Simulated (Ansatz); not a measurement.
# C2H8AlClSi: up Jacob's ladder to CCSD(T)

One table from this session's results is given with a row withheld; the runs are named, their logs left out.

Method: functionals in def2-TZVPP, the program's frozen cores in correlated methods; program: Ansatz 0.2.0, Gaussian basis.

The runs, in order: LDA (SPW92), PBE-D4, revPBE-D4, BLYP-D4, r2SCAN-D4, B97M-V, PBE0-D4, B3LYP-D4, r2SCANh-D4, r2SCAN0-D4, HSE06-D4, BHLYP-D4, CAM-B3LYP-D4, LC-ωPBE, ωB97X-V, ωB97M-V, B2PLYP, PBE-QIDH; CCSD(T)/def2-SVP; CCSD(T)/def2-TZVPP; MP2/def2-QZVPP; extrapolation to the limit; RPA on PBE.

**Structure used throughout**

The geometry comes from an earlier relaxation with PBE0-D4 in a triple-zeta def2 set; it is a stationary point, not always the lowest conformer.

13 atoms, charge 0, spin multiplicity 1.

Atoms are counted from 1 here; the program's logs count them from 0.

Bond lengths: C1–C2 1.499 Å, C1–H6 1.095 Å, C1–H7 1.092 Å, C1–H8 1.094 Å, C2–Cl3 1.894 Å, C2–Al4 1.972 Å, C2–H9 1.090 Å, Cl3–Al4 2.414 Å, Al4–Si5 2.449 Å, Al4–H10 1.586 Å, Si5–H11 1.493 Å, Si5–H12 1.493 Å, Si5–H13 1.491 Å. Angles: C2–C1–H6 107.5°, C2–C1–H7 112.0°, C2–C1–H8 113.1°, H6–C1–H7 107.6°, H6–C1–H8 107.7°, H7–C1–H8 108.7°, C1–C2–Cl3 109.8°, C1–C2–Al4 125.9°, C1–C2–H9 112.9°, Cl3–C2–Al4 77.3°, Cl3–C2–H9 102.5°, Al4–C2–H9 117.6°, C2–Cl3–Al4 52.8°, C2–Al4–Cl3 49.9°, C2–Al4–Si5 116.8°, C2–Al4–H10 117.7°, Cl3–Al4–Si5 108.4°, Cl3–Al4–H10 109.3° and more.

Geometry (Å):

```xyz
13
charge 0, multiplicity 1
C    -1.7559    0.4270    0.7034
C    -0.5094    1.2484    0.5643
Cl    0.7026    0.8158    1.9538
Al    1.1145    0.7246   -0.4234
Si    1.2931   -1.6253   -1.0887
H    -2.4240    0.7009   -0.1205
H    -1.5524   -0.6423    0.6209
H    -2.2896    0.6109    1.6401
H    -0.6826    2.3121    0.7241
H     2.1355    1.8705   -0.8213
H     1.0499   -1.8008   -2.5515
H     0.2965   -2.4820   -0.3812
H     2.6421   -2.1944   -0.8054
```

Set-up of the first run:

in.yaml

```yaml
crystal:
  periodic: [false, false, false]
  atoms:
    - {symbol: C, position_ang: [-1.755944, 0.426966, 0.703411]}
    - {symbol: C, position_ang: [-0.509370, 1.248388, 0.564332]}
    - {symbol: Cl, position_ang: [0.702602, 0.815769, 1.953811]}
    - {symbol: Al, position_ang: [1.114509, 0.724598, -0.423357]}
    - {symbol: Si, position_ang: [1.293064, -1.625314, -1.088667]}
    - {symbol: H, position_ang: [-2.423957, 0.700893, -0.120478]}
    - {symbol: H, position_ang: [-1.552379, -0.642308, 0.620929]}
    - {symbol: H, position_ang: [-2.289611, 0.610865, 1.640112]}
    - {symbol: H, position_ang: [-0.682643, 2.312110, 0.724088]}
    - {symbol: H, position_ang: [2.135534, 1.870451, -0.821279]}
    - {symbol: H, position_ang: [1.049950, -1.800809, -2.551546]}
    - {symbol: H, position_ang: [0.296519, -2.482031, -0.381189]}
    - {symbol: H, position_ang: [2.642127, -2.194377, -0.805365]}
basis:
  gaussian: {orbitals: def2-TZVPP}
hamiltonian: {xc: lda}
output: {orbitals: {seedname: orbitals}}
```

Among the steps run: LDA; PBE-D4 (GGA); revPBE-D4 (GGA); BLYP-D4 (GGA); r2SCAN-D4 (meta-GGA); B97M-V (meta-GGA); PBE0-D4 (hybrid); B3LYP-D4 (hybrid); r2SCANh-D4 (hybrid); r2SCAN0-D4 (hybrid); HSE06-D4 (hybrid); BHLYP-D4 (hybrid); CAM-B3LYP-D4 (range-separated); LC-ωPBE (range-separated); ωB97X-V (range-separated); ωB97M-V (range-separated); B2PLYP (double hybrid); PBE-QIDH (double hybrid).

One table of the session follows, with a row left open; its other results are not shown here.

It belongs to the step «Frontier levels by functional». 

| functional | HOMO (eV) | gap (eV) |
| --- | --- | --- |
| LDA (SPW92) | -6.35 | 4.38 |
| PBE-D4 | ? | ? |
| revPBE-D4 | -6.23 | 4.55 |
| BLYP-D4 | -6.13 | 4.49 |
| r2SCAN-D4 | -6.52 | 5.00 |
| B97M-V | -6.60 | 4.91 |
| PBE0-D4 | -7.37 | 6.39 |
| B3LYP-D4 | -7.18 | 6.01 |
| r2SCANh-D4 | -6.92 | 5.68 |
| r2SCAN0-D4 | -7.53 | 6.69 |
| HSE06-D4 | -6.98 | 5.63 |
| BHLYP-D4 | -8.39 | 8.21 |
| CAM-B3LYP-D4 | -8.65 | 8.64 |
| LC-ωPBE | -9.96 | 11.01 |
| ωB97X-V | -9.64 | 10.56 |
| ωB97M-V | -9.40 | 10.03 |

**Question.** Estimate the row for PBE-D4.

As computed: HOMO (eV): -6.27; gap (eV): 4.49. In the column «HOMO (eV)» it lies between LDA (SPW92) (-6.35) and revPBE-D4 (-6.23).
